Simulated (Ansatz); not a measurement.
# C6H16F2GeN2: a ladder of functionals and wavefunction methods

An exercise on one series of results from a longer session: the logs are not shown, and one member is left open.

Computed with Ansatz 0.2.0, Gaussian basis. Level: functionals in def2-TZVPP, the program's frozen cores in correlated methods.

Levels to be run: LDA (SPW92), PBE-D4, revPBE-D4, BLYP-D4, r2SCAN-D4, B97M-V, PBE0-D4, B3LYP-D4, r2SCANh-D4, r2SCAN0-D4, HSE06-D4, BHLYP-D4, CAM-B3LYP-D4, LC-ωPBE, ωB97X-V, ωB97M-V, B2PLYP, PBE-QIDH; CCSD(T)/def2-SVP; CCSD(T)/def2-TZVPP; MP2/def2-QZVPP; extrapolation to the limit; RPA on PBE.

### The relaxed structure

The geometry comes from an earlier relaxation with PBE0-D4 in a triple-zeta def2 set; it is a stationary point, not always the lowest conformer.

SMILES `CC[N](C)[Ge]([F])([F])[N](C)CC`, 27 atoms, charge 0, spin multiplicity 1.

Atoms are counted from 1 here; the program's logs count them from 0.

Bond lengths: C1–C2 1.519 Å, C1–H12 1.092 Å, C1–H13 1.092 Å, C1–H14 1.093 Å, C2–N3 1.452 Å, C2–H15 1.092 Å, C2–H16 1.100 Å, N3–C4 1.446 Å, N3–Ge5 1.789 Å, C4–H17 1.095 Å, C4–H18 1.092 Å, C4–H19 1.099 Å, Ge5–F6 1.733 Å, Ge5–F7 1.733 Å, Ge5–N8 1.792 Å, N8–C9 1.448 Å, N8–C10 1.453 Å, C9–H20 1.099 Å and more. Angles: C2–C1–H12 110.5°, C2–C1–H13 111.9°, C2–C1–H14 110.2°, H12–C1–H13 108.3°, H12–C1–H14 108.3°, H13–C1–H14 107.5°, C1–C2–N3 113.0°, C1–C2–H15 109.1°, C1–C2–H16 109.7°, N3–C2–H15 108.6°, N3–C2–H16 109.5°, H15–C2–H16 106.7°, C2–N3–C4 115.8°, C2–N3–Ge5 121.3°, C4–N3–Ge5 119.9°, N3–C4–H17 111.4°, N3–C4–H18 110.3°, N3–C4–H19 111.7° and more.

The first run:

Contents of in.yaml:

```yaml
crystal:
  periodic: [false, false, false]
  atoms:
    - {symbol: C, position_ang: [-1.418792, 3.176217, -0.029884]}
    - {symbol: C, position_ang: [-0.308587, 2.617491, 0.843496]}
    - {symbol: N, position_ang: [-0.221170, 1.168493, 0.793758]}
    - {symbol: C, position_ang: [-1.275870, 0.450187, 1.473530]}
    - {symbol: Ge, position_ang: [1.320735, 0.342672, 0.418443]}
    - {symbol: F, position_ang: [2.225780, 1.464955, -0.543533]}
    - {symbol: F, position_ang: [2.383812, 0.089615, 1.763014]}
    - {symbol: N, position_ang: [1.068920, -1.276978, -0.305757]}
    - {symbol: C, position_ang: [2.108614, -2.281887, -0.235403]}
    - {symbol: C, position_ang: [0.129734, -1.419561, -1.405247]}
    - {symbol: C, position_ang: [-0.790237, -2.618703, -1.254726]}
    - {symbol: H, position_ang: [-1.260198, 2.899064, -1.074361]}
    - {symbol: H, position_ang: [-2.401162, 2.809781, 0.275896]}
    - {symbol: H, position_ang: [-1.439722, 4.266637, 0.036783]}
    - {symbol: H, position_ang: [0.646107, 3.035588, 0.517881]}
    - {symbol: H, position_ang: [-0.457520, 2.941052, 1.884329]}
    - {symbol: H, position_ang: [-2.246935, 0.617889, 0.995492]}
    - {symbol: H, position_ang: [-1.080503, -0.623433, 1.447706]}
    - {symbol: H, position_ang: [-1.360345, 0.752716, 2.526354]}
    - {symbol: H, position_ang: [2.676896, -2.347823, -1.173683]}
    - {symbol: H, position_ang: [2.804445, -2.047981, 0.570261]}
    - {symbol: H, position_ang: [1.685979, -3.269618, -0.026558]}
    - {symbol: H, position_ang: [0.674343, -1.492695, -2.358973]}
    - {symbol: H, position_ang: [-0.475679, -0.509916, -1.462076]}
    - {symbol: H, position_ang: [-0.234358, -3.558285, -1.245763]}
    - {symbol: H, position_ang: [-1.363093, -2.554492, -0.326920]}
    - {symbol: H, position_ang: [-1.492792, -2.661386, -2.090358]}
basis:
  gaussian: {orbitals: def2-TZVPP}
hamiltonian: {xc: lda}
output: {orbitals: {seedname: orbitals}}
```

On the command line:

```console
ansatz run in.yaml --threads 11 --pin off --events-out ev --progress --plain --max-ram 174080MiB --backend cuda --devices 0, --max-vram 75GiB
```

Among the steps run: LDA; PBE-D4 (GGA); revPBE-D4 (GGA); BLYP-D4 (GGA); r2SCAN-D4 (meta-GGA); B97M-V (meta-GGA); B3LYP-D4 (hybrid); r2SCANh-D4 (hybrid); r2SCAN0-D4 (hybrid); HSE06-D4 (hybrid); BHLYP-D4 (hybrid); CAM-B3LYP-D4 (range-separated); LC-ωPBE (range-separated); ωB97X-V (range-separated); ωB97M-V (range-separated); B2PLYP (double hybrid); PBE-QIDH (double hybrid).

One table of the session follows, with a row left open; its other results are not shown here.

It belongs to the step «Frontier levels by functional». 

```
  functional  HOMO (eV)  gap (eV)
 LDA (SPW92)      -5.53      4.58
      PBE-D4      -5.38      4.76
   revPBE-D4      -5.32      4.86
     BLYP-D4      -5.28      4.71
   r2SCAN-D4      -5.63      5.40
      B97M-V      -5.80      5.40
     PBE0-D4      -6.73      7.19
    B3LYP-D4      -6.52      6.64
  r2SCANh-D4      -6.14      6.29
  r2SCAN0-D4          ?         ?
    HSE06-D4      -6.33      6.41
    BHLYP-D4      -8.04      9.37
CAM-B3LYP-D4      -8.13      9.53
     LC-ωPBE      -9.46     12.22
     ωB97X-V      -9.13     11.64
     ωB97M-V      -9.06     11.22
```

**Question.** Estimate the row for r2SCAN0-D4.

Worked estimate for «HOMO (eV)». Against the share of exact exchange, r2SCAN-D4 (0, -5.63), r2SCANh-D4 (0.1, -6.14) give a slope of -5.10 per unit share; at 0.25 the line stands at -6.90.

The run gave: HOMO (eV): -6.92; gap (eV): 7.61. In «HOMO (eV)» the line misses by +0.02.
